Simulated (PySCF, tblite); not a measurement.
# C₂H₆FGeN, a complex of two parts: NMR shifts, interaction energy, spin-spin couplings and core binding energies, part 2 of 3

tblite 0.8.0 and PySCF 2.14.0. Atoms count from 0, parts from 1. Earlier steps stand in the parts before.

### Step 5. Counterpoise and decomposition: wB97M-D3(BJ)/def2-SVPD

The job: settings as JSON, then the geometry in Å.

```
{"job": {"kind": "inter", "xc": "wB97M-D3(BJ)", "basis": "def2-SVPD", "pairs": false}, "charge": 0, "multiplicity": 1, "parts": [{"atoms": "0-4", "charge": 0, "multiplicity": 1}, {"atoms": "5-10", "charge": 0, "multiplicity": 1}]}
Ge     0.034264    -0.067265    -0.537826
F      0.337770    -0.160075    -2.291942
H     -1.475088    -0.289131    -0.427509
H      0.894478    -1.197918     0.029023
H      0.503583     1.341139    -0.168817
C     -0.790327     0.117330     4.802704
C     -0.593552     0.084622     3.365257
N     -0.430056     0.059214     2.223097
H      0.168501     0.292992     5.308531
H     -1.486495     0.923573     5.069778
H     -1.204798    -0.839220     5.148066
```

Level: wB97M-D3(BJ)/def2-SVPD interaction energy, counterpoise and uncorrected, gas phase.

Output:

```text
part 1, own basis, geometry of the cluster
coarse grid: 20136 points
cycle   1  E = -2178.2954213179  dE = -7.827e-01  |g| = 6.390e-01  |ddm| = 2.085e+00
cycle   2  E = -2178.2704311879  dE =  2.499e-02  |g| = 8.171e-01  |ddm| = 9.448e-01
cycle   3  E = -2178.3670789349  dE = -9.665e-02  |g| = 5.033e-02  |ddm| = 4.674e-01
cycle   4  E = -2178.3674027239  dE = -3.238e-04  |g| = 2.351e-02  |ddm| = 7.107e-02
cycle   5  E = -2178.3674773806  dE = -7.466e-05  |g| = 2.449e-03  |ddm| = 2.013e-02
cycle   6  E = -2178.3674798147  dE = -2.434e-06  |g| = 3.954e-04  |ddm| = 7.737e-03
final grid: 40760 points
cycle   7  E = -2178.3674667266  dE = -5.741e-08  |g| = 4.194e-04  |ddm| = 1.310e-03
cycle   8  E = -2178.3674667200  dE =  6.617e-09  |g| = 4.977e-04  |ddm| = 5.240e-04
cycle   9  E = -2178.3674667577  dE = -3.766e-08  |g| = 1.796e-05  |ddm| = 2.837e-04
cycle  10  E = -2178.3674667579  dE = -2.574e-10  |g| = 5.437e-06  |ddm| = 7.973e-05
converged SCF energy = -2178.3674667579

part 2, own basis, geometry of the cluster
coarse grid: 22896 points
cycle   1  E = -132.6283471912  dE =  2.743e-01  |g| = 4.750e-01  |ddm| = 3.011e+00
cycle   2  E = -132.5706166963  dE =  5.773e-02  |g| = 7.573e-01  |ddm| = 1.208e+00
cycle   3  E = -132.6913578323  dE = -1.207e-01  |g| = 3.503e-02  |ddm| = 7.546e-01
cycle   4  E = -132.6917321683  dE = -3.743e-04  |g| = 7.429e-03  |ddm| = 1.079e-01
cycle   5  E = -132.6917518931  dE = -1.972e-05  |g| = 2.526e-03  |ddm| = 2.487e-02
cycle   6  E = -132.6917541500  dE = -2.257e-06  |g| = 6.785e-04  |ddm| = 8.411e-03
final grid: 49528 points
cycle   7  E = -132.6917478486  dE = -1.240e-07  |g| = 5.296e-04  |ddm| = 3.574e-03
cycle   8  E = -132.6917478341  dE =  1.448e-08  |g| = 6.615e-04  |ddm| = 1.167e-03
cycle   9  E = -132.6917479196  dE = -8.553e-08  |g| = 9.216e-05  |ddm| = 7.182e-04
cycle  10  E = -132.6917479218  dE = -2.178e-09  |g| = 3.039e-05  |ddm| = 1.373e-04
cycle  11  E = -132.6917479221  dE = -3.462e-10  |g| = 1.860e-06  |ddm| = 1.318e-04
converged SCF energy = -132.6917479221

part 1, own basis, relaxed alone
coarse grid: 20136 points
cycle   1  E = -2178.2998970507  dE = -7.726e-01  |g| = 6.268e-01  |ddm| = 2.101e+00
cycle   2  E = -2178.2786917057  dE =  2.121e-02  |g| = 7.882e-01  |ddm| = 9.171e-01
cycle   3  E = -2178.3676766473  dE = -8.898e-02  |g| = 4.885e-02  |ddm| = 4.518e-01
cycle   4  E = -2178.3679894240  dE = -3.128e-04  |g| = 2.254e-02  |ddm| = 6.928e-02
cycle   5  E = -2178.3680583928  dE = -6.897e-05  |g| = 2.487e-03  |ddm| = 1.962e-02
cycle   6  E = -2178.3680607681  dE = -2.375e-06  |g| = 3.774e-04  |ddm| = 7.691e-03
final grid: 40760 points
cycle   7  E = -2178.3680645778  dE = -7.678e-08  |g| = 4.464e-04  |ddm| = 1.660e-03
cycle   8  E = -2178.3680645707  dE =  7.075e-09  |g| = 5.252e-04  |ddm| = 5.898e-04
cycle   9  E = -2178.3680646122  dE = -4.141e-08  |g| = 1.910e-05  |ddm| = 2.974e-04
cycle  10  E = -2178.3680646124  dE = -2.683e-10  |g| = 7.403e-06  |ddm| = 8.254e-05
converged SCF energy = -2178.3680646124

part 2, own basis, relaxed alone
coarse grid: 22896 points
cycle   1  E = -132.6282244092  dE =  2.683e-01  |g| = 4.754e-01  |ddm| = 3.004e+00
cycle   2  E = -132.5696701679  dE =  5.855e-02  |g| = 7.600e-01  |ddm| = 1.206e+00
cycle   3  E = -132.6913646646  dE = -1.217e-01  |g| = 3.516e-02  |ddm| = 7.540e-01
cycle   4  E = -132.6917422808  dE = -3.776e-04  |g| = 7.386e-03  |ddm| = 1.077e-01
cycle   5  E = -132.6917619717  dE = -1.969e-05  |g| = 2.524e-03  |ddm| = 2.499e-02
cycle   6  E = -132.6917642174  dE = -2.246e-06  |g| = 6.881e-04  |ddm| = 8.342e-03
final grid: 49528 points
cycle   7  E = -132.6917621365  dE = -1.297e-07  |g| = 5.345e-04  |ddm| = 3.262e-03
cycle   8  E = -132.6917621245  dE =  1.204e-08  |g| = 6.587e-04  |ddm| = 1.226e-03
cycle   9  E = -132.6917622092  dE = -8.471e-08  |g| = 9.625e-05  |ddm| = 7.190e-04
cycle  10  E = -132.6917622116  dE = -2.357e-09  |g| = 3.120e-05  |ddm| = 1.359e-04
cycle  11  E = -132.6917622119  dE = -3.631e-10  |g| = 1.885e-06  |ddm| = 1.336e-04
converged SCF energy = -132.6917622119

cluster
final grid: 90288 points
cycle   1  E = -2311.0684094666  dE = -7.074e-03  |g| = 3.309e-02  |ddm| = 2.121e+00
cycle   2  E = -2311.0688158227  dE = -4.064e-04  |g| = 2.876e-02  |ddm| = 3.423e-01
cycle   3  E = -2311.0689795741  dE = -1.638e-04  |g| = 1.078e-02  |ddm| = 3.705e-02
cycle   4  E = -2311.0690156295  dE = -3.606e-05  |g| = 3.797e-03  |ddm| = 3.246e-02
cycle   5  E = -2311.0690187578  dE = -3.128e-06  |g| = 9.518e-04  |ddm| = 6.206e-03
cycle   6  E = -2311.0690189417  dE = -1.839e-07  |g| = 2.481e-04  |ddm| = 1.686e-03
cycle   7  E = -2311.0690189600  dE = -1.827e-08  |g| = 7.881e-05  |ddm| = 1.374e-03
cycle   8  E = -2311.0690189612  dE = -1.268e-09  |g| = 1.863e-05  |ddm| = 1.945e-04
cycle   9  E = -2311.0690189613  dE = -1.164e-10  |g| = 3.517e-06  |ddm| = 7.466e-05
converged SCF energy = -2311.0690189613

part 1 in the basis of the cluster
final grid: 90288 points
cycle   1  E = -2178.3679227325  dE = -4.562e-04  |g| = 2.793e-03  |ddm| = 6.391e-01
cycle   2  E = -2178.3679255235  dE = -2.791e-06  |g| = 3.601e-04  |ddm| = 6.085e-02
cycle   3  E = -2178.3679255677  dE = -4.416e-08  |g| = 2.150e-04  |ddm| = 7.628e-03
cycle   4  E = -2178.3679255743  dE = -6.685e-09  |g| = 4.677e-05  |ddm| = 2.793e-04
cycle   5  E = -2178.3679255747  dE = -3.865e-10  |g| = 8.242e-06  |ddm| = 1.471e-04
converged SCF energy = -2178.3679255747

part 2 in the basis of the cluster
final grid: 90288 points
cycle   1  E = -132.6934863637  dE = -1.740e-03  |g| = 8.614e-03  |ddm| = 1.810e+00
cycle   2  E = -132.6935321489  dE = -4.579e-05  |g| = 1.779e-03  |ddm| = 2.259e-01
cycle   3  E = -132.6935340111  dE = -1.862e-06  |g| = 1.535e-03  |ddm| = 2.802e-02
cycle   4  E = -132.6935345047  dE = -4.936e-07  |g| = 2.092e-04  |ddm| = 1.574e-03
cycle   5  E = -132.6935345203  dE = -1.561e-08  |g| = 3.488e-05  |ddm| = 1.332e-03
cycle   6  E = -132.6935345206  dE = -2.970e-10  |g| = 6.175e-06  |ddm| = 7.944e-05
converged SCF energy = -132.6935345206

Interaction energy (kcal/mol)
  counterpoise       -5.941
  uncorrected        -7.351
  dispersion part    -1.197
  deformation         0.380
  binding            -5.561

Decomposition of the uncorrected value (kcal/mol)
  electrostatic     -10.484
  Pauli               9.152
  orbital            -4.821
  dispersion         -1.197

Charge of each part in the cluster: -0.028 0.028
```

Wall time 19 s (1 thread of AMD EPYC 9R45, shared host); peak memory 0.79 GiB.

Contacts at this geometry (a selection, picked against the atoms' radii; other short pairs can be missing):

```
   atoms  distance (Å)  kind (by distance and angle)  angle (°)
Ge0···N7          2.80                   tetrel bond        180
```

The decomposition goes in steps from the parts' own densities: electrostatics between them unchanged, then the rise on making their orbitals orthogonal (called Pauli here; it holds the exchange-correlation between the parts too, so it can be small or negative at long range), then orbital relaxation, then the dispersion term. Charges of the parts share the cluster's density out in proportion to the parts' own densities.

The SCF energies in the log hold no dispersion term; the tabulated energies do.

The parts:

```
part     SMILES  deformation (kcal/mol)  HOMO alone (eV)  charge in the cluster (e)
   1  [F][GeH3]                    0.37           -12.12                     -0.028
   2       CC#N                    0.01           -11.93                      0.028
```

### Step 6. Counterpoise and decomposition: PBE0-D3(BJ)/def2-SVPD

Same as in step 5 but for these lines:

```diff
@@ -1,2 +1,2 @@
-{"job": {"kind": "inter", "xc": "wB97M-D3(BJ)", "basis": "def2-SVPD", "pairs": false}, "charge": 0, "multiplicity": 1, "parts": [{"atoms": "0-4", "charge": 0, "multiplicity": 1}, {"atoms": "5-10", "charge": 0, "multiplicity": 1}]}
+{"job": {"kind": "inter", "xc": "PBE0", "basis": "def2-SVPD", "disp": "d3bj"}, "charge": 0, "multiplicity": 1, "parts": [{"atoms": "0-4", "charge": 0, "multiplicity": 1}, {"atoms": "5-10", "charge": 0, "multiplicity": 1}]}
 Ge     0.034264    -0.067265    -0.537826
```

Level: PBE0-D3(BJ)/def2-SVPD interaction energy, counterpoise and uncorrected, gas phase.

Output:

```text
part 1, own basis, geometry of the cluster
coarse grid: 20136 points
cycle   1  E = -2177.9069692680  dE = -6.957e-01  |g| = 6.507e-01  |ddm| = 2.136e+00
cycle   2  E = -2177.7496871957  dE =  1.573e-01  |g| = 1.181e+00  |ddm| = 1.273e+00
cycle   3  E = -2177.9733286880  dE = -2.236e-01  |g| = 1.095e-01  |ddm| = 8.353e-01
cycle   4  E = -2177.9747730519  dE = -1.444e-03  |g| = 2.446e-02  |ddm| = 1.039e-01
cycle   5  E = -2177.9748429436  dE = -6.989e-05  |g| = 1.628e-03  |ddm| = 1.578e-02
cycle   6  E = -2177.9748434935  dE = -5.499e-07  |g| = 2.497e-04  |ddm| = 2.589e-03
final grid: 40760 points
cycle   7  E = -2177.9747994536  dE = -1.408e-08  |g| = 2.724e-04  |ddm| = 9.148e-04
cycle   8  E = -2177.9747994412  dE =  1.247e-08  |g| = 4.104e-04  |ddm| = 5.404e-04
cycle   9  E = -2177.9747994672  dE = -2.602e-08  |g| = 3.878e-05  |ddm| = 2.809e-04
cycle  10  E = -2177.9747994675  dE = -2.956e-10  |g| = 1.242e-05  |ddm| = 5.239e-05
converged SCF energy = -2177.9747994675

part 2, own basis, geometry of the cluster
coarse grid: 5096 points
cycle   1  E = -132.4426374963  dE =  2.101e-01  |g| = 3.839e-01  |ddm| = 2.965e+00
cycle   2  E = -132.3052936113  dE =  1.373e-01  |g| = 8.770e-01  |ddm| = 1.316e+00
cycle   3  E = -132.4808447934  dE = -1.756e-01  |g| = 6.067e-02  |ddm| = 8.917e-01
cycle   4  E = -132.4817042041  dE = -8.594e-04  |g| = 2.248e-02  |ddm| = 9.918e-02
cycle   5  E = -132.4818267981  dE = -1.226e-04  |g| = 3.157e-03  |ddm| = 2.853e-02
cycle   6  E = -132.4818292261  dE = -2.428e-06  |g| = 7.243e-04  |ddm| = 4.699e-03
final grid: 49528 points
cycle   7  E = -132.4981350040  dE = -8.721e-06  |g| = 4.234e-03  |ddm| = 2.677e-02
cycle   8  E = -132.4981352524  dE = -2.484e-07  |g| = 4.181e-03  |ddm| = 1.082e-02
cycle   9  E = -132.4981396201  dE = -4.368e-06  |g| = 2.523e-04  |ddm| = 5.001e-03
cycle  10  E = -132.4981396312  dE = -1.109e-08  |g| = 1.547e-04  |ddm| = 4.069e-04
cycle  11  E = -132.4981396359  dE = -4.717e-09  |g| = 4.464e-05  |ddm| = 1.669e-04
cycle  12  E = -132.4981396364  dE = -4.694e-10  |g| = 3.240e-06  |ddm| = 4.737e-05
converged SCF energy = -132.4981396364

part 1, own basis, relaxed alone
coarse grid: 20136 points
cycle   1  E = -2177.9114280639  dE = -6.873e-01  |g| = 6.394e-01  |ddm| = 2.153e+00
cycle   2  E = -2177.7717965850  dE =  1.396e-01  |g| = 1.131e+00  |ddm| = 1.222e+00
cycle   3  E = -2177.9741355141  dE = -2.023e-01  |g| = 1.061e-01  |ddm| = 7.985e-01
cycle   4  E = -2177.9755345426  dE = -1.399e-03  |g| = 2.222e-02  |ddm| = 1.004e-01
cycle   5  E = -2177.9755918872  dE = -5.734e-05  |g| = 1.701e-03  |ddm| = 1.501e-02
cycle   6  E = -2177.9755924787  dE = -5.915e-07  |g| = 2.348e-04  |ddm| = 2.539e-03
final grid: 40760 points
cycle   7  E = -2177.9755528025  dE = -4.223e-08  |g| = 2.290e-04  |ddm| = 1.047e-03
cycle   8  E = -2177.9755527973  dE =  5.135e-09  |g| = 3.123e-04  |ddm| = 4.454e-04
cycle   9  E = -2177.9755528120  dE = -1.468e-08  |g| = 4.053e-05  |ddm| = 2.240e-04
cycle  10  E = -2177.9755528123  dE = -3.206e-10  |g| = 1.276e-05  |ddm| = 5.102e-05
converged SCF energy = -2177.9755528123

part 2, own basis, relaxed alone
coarse grid: 5096 points
cycle   1  E = -132.4429558994  dE =  2.050e-01  |g| = 3.836e-01  |ddm| = 2.957e+00
cycle   2  E = -132.3042136779  dE =  1.387e-01  |g| = 8.802e-01  |ddm| = 1.311e+00
cycle   3  E = -132.4811372491  dE = -1.769e-01  |g| = 6.035e-02  |ddm| = 8.898e-01
cycle   4  E = -132.4819845304  dE = -8.473e-04  |g| = 2.259e-02  |ddm| = 9.870e-02
cycle   5  E = -132.4821084653  dE = -1.239e-04  |g| = 3.160e-03  |ddm| = 2.858e-02
cycle   6  E = -132.4821109006  dE = -2.435e-06  |g| = 7.299e-04  |ddm| = 4.706e-03
final grid: 49528 points
cycle   7  E = -132.4981485111  dE = -8.672e-06  |g| = 4.237e-03  |ddm| = 2.330e-02
cycle   8  E = -132.4981487671  dE = -2.560e-07  |g| = 4.179e-03  |ddm| = 1.094e-02
cycle   9  E = -132.4981531387  dE = -4.372e-06  |g| = 3.685e-04  |ddm| = 4.986e-03
cycle  10  E = -132.4981531643  dE = -2.567e-08  |g| = 1.789e-04  |ddm| = 4.988e-04
cycle  11  E = -132.4981531710  dE = -6.609e-09  |g| = 3.499e-05  |ddm| = 1.813e-04
cycle  12  E = -132.4981531713  dE = -3.064e-10  |g| = 3.145e-06  |ddm| = 4.505e-05
converged SCF energy = -132.4981531713

cluster
final grid: 90288 points
cycle   1  E = -2310.4826621492  dE = -7.749e-03  |g| = 4.053e-02  |ddm| = 2.034e+00
cycle   2  E = -2310.4818059357  dE =  8.562e-04  |g| = 7.849e-02  |ddm| = 1.880e-01
cycle   3  E = -2310.4830715192  dE = -1.266e-03  |g| = 1.185e-02  |ddm| = 7.678e-02
cycle   4  E = -2310.4831004739  dE = -2.895e-05  |g| = 4.650e-03  |ddm| = 1.422e-02
cycle   5  E = -2310.4831041211  dE = -3.647e-06  |g| = 1.473e-03  |ddm| = 4.330e-03
cycle   6  E = -2310.4831045411  dE = -4.200e-07  |g| = 2.533e-04  |ddm| = 2.027e-03
cycle   7  E = -2310.4831045547  dE = -1.357e-08  |g| = 5.119e-05  |ddm| = 4.221e-04
cycle   8  E = -2310.4831045551  dE = -4.347e-10  |g| = 1.380e-05  |ddm| = 6.654e-05
converged SCF energy = -2310.4831045551

part 1 in the basis of the cluster
final grid: 90288 points
cycle   1  E = -2177.9752454411  dE = -4.455e-04  |g| = 9.022e-04  |ddm| = 6.691e-01
cycle   2  E = -2177.9752456923  dE = -2.512e-07  |g| = 2.754e-04  |ddm| = 1.806e-02
cycle   3  E = -2177.9752456940  dE = -1.754e-09  |g| = 2.974e-04  |ddm| = 8.437e-04
cycle   4  E = -2177.9752457083  dE = -1.422e-08  |g| = 5.153e-05  |ddm| = 2.555e-04
cycle   5  E = -2177.9752457088  dE = -5.089e-10  |g| = 1.066e-05  |ddm| = 6.442e-05
converged SCF energy = -2177.9752457088

part 2 in the basis of the cluster
final grid: 90288 points
cycle   1  E = -132.4998124131  dE = -1.674e-03  |g| = 3.146e-03  |ddm| = 1.770e+00
cycle   2  E = -132.4998184849  dE = -6.072e-06  |g| = 5.988e-04  |ddm| = 7.007e-02
cycle   3  E = -132.4998183507  dE =  1.341e-07  |g| = 1.076e-03  |ddm| = 2.346e-03
cycle   4  E = -132.4998185941  dE = -2.434e-07  |g| = 2.126e-04  |ddm| = 9.932e-04
cycle   5  E = -132.4998186050  dE = -1.085e-08  |g| = 1.508e-05  |ddm| = 2.765e-04
cycle   6  E = -132.4998186051  dE = -5.616e-11  |g| = 5.230e-06  |ddm| = 5.226e-05
converged SCF energy = -132.4998186051

Interaction energy (kcal/mol)
  counterpoise       -6.084
  uncorrected        -7.418
  dispersion part    -1.038
  deformation         0.480
  binding            -5.604

Decomposition of the uncorrected value (kcal/mol)
  electrostatic      -9.931
  Pauli               8.692
  orbital            -5.140
  dispersion         -1.038

Charge of each part in the cluster: -0.029 0.029
```

Wall time 9.6 s (1 thread of AMD EPYC 9R45, shared host); peak memory 0.76 GiB.

In short: -6.08 kcal/mol with counterpoise, basis-set superposition error 1.33.

(Continued in part 3 of 3.)
